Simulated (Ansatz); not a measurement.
# La3Mg: the cost of one run

All numbers are computed with Ansatz 0.2.0, driven from Python. Level of theory: DFT PBEsol, plane waves, PAW.

## Step 1: Starting point

It takes space group Pm-3m (No. 221, cubic). The conventional cell has a = 5.139 Å, b = 5.139 Å, c = 5.139 Å, α = 90.00°, β = 90.00°, γ = 90.00°. La (site symmetry 4/mmm) has 8 La at 3.63 Å and 4 Mg at 3.63 Å as nearest neighbours. Around Mg (site symmetry m-3m) lie 12 La at 3.63 Å.

The script holds or builds the structure itself.

## Step 2: Script

Contents of la3mg_smear.py:

```python
'''How the energy of La3Mg depends on the smearing.'''

import ansatz
import matplotlib.pyplot as plt

FUNCTIONAL = 'PBEsol'


def main() -> None:
    crystal = (
        ansatz.Lattice.from_parameters(5.139095, 5.139095, 5.139095, alpha=90.0, beta=90.0, gamma=90.0)
        .atom('La', (0.5, 0.5, 0.0))
        .atom('La', (0.5, 0.0, 0.5))
        .atom('La', (0.0, 0.5, 0.5))
        .atom('Mg', (0.0, 0.0, 0.0))
    )

    setup = crystal.calculation().kpoints(5).functional(FUNCTIONAL).basis(31 * ansatz.Ry).forces().stress()

    rows = []
    for value in [0.25, 0.15, 0.1, 0.05, 0.025]:
        r = setup.occupations('gaussian', width=value).run().report
        rows.append((value, r['free_energy_ev'] / len(r['lattice']['sites']), r['n_iterations'], sum(r['stress_gpa'][i][i] for i in range(3)) / 3, max(abs(f) for row in r['forces_ev_ang'] for f in row), r['n_kpoints']))

    print('  width (eV)   F/atom (eV)    iterations       P (GPa)  max component (eV/A)      k-points')
    for row in rows:
        print(f'{str(row[0]):>12s}  {row[1]:12.5f}  {row[2]:12d}  {row[3]:12.3f}  {row[4]:20.4f}  {row[5]:12d}')

    # differences from the last row
    for row in rows[:-1]:
        shift = 1000 * (row[1] - rows[-1][1])
        print(f'{row[0]}: {shift:+.2f} meV/atom' + ('  (within 1 meV)' if abs(shift) < 1 else ''))
    plt.figure(figsize=(4.5, 3))
    plt.plot([str(row[0]) for row in rows], [1000 * (row[1] - rows[-1][1]) for row in rows], 'o-')
    plt.xlabel('width (eV)')
    plt.ylabel('F - F(last) (meV/atom)')
    plt.tight_layout()
    plt.savefig('smear.png', dpi=100)


if __name__ == '__main__':
    main()
```

## Step 3: What the engine is handed

The package turns the script's settings into the engine's input (first run):

```yaml
crystal:
  lattice:
    a: 5.139095
    b: 5.139095
    c: 5.139095
    alpha: 90.0
    beta: 90.0
    gamma: 90.0
  atoms:
    - { symbol: La, position: [0.5, 0.5, 0.0] }
    - { symbol: La, position: [0.5, 0.0, 0.5] }
    - { symbol: La, position: [0.0, 0.5, 0.5] }
    - { symbol: Mg, position: [0.0, 0.0, 0.0] }
basis:
  ecutwfc: 421.77648681281397
kpoints:
  mp_grid:
    grid: [5, 5, 5]
hamiltonian:
  xc: pbesol
scf:
  occupations:
    method: gaussian
    width: 0.25
output:
  forces: true
  stress: true
```

## Step 4: Running it

Launch:

```bash
$ python la3mg_smear.py
```

Q: Estimate wall time and peak memory on 1 thread of Arm Neoverse V2, shared host.

About 12 s, with a peak of 0.47 GiB.
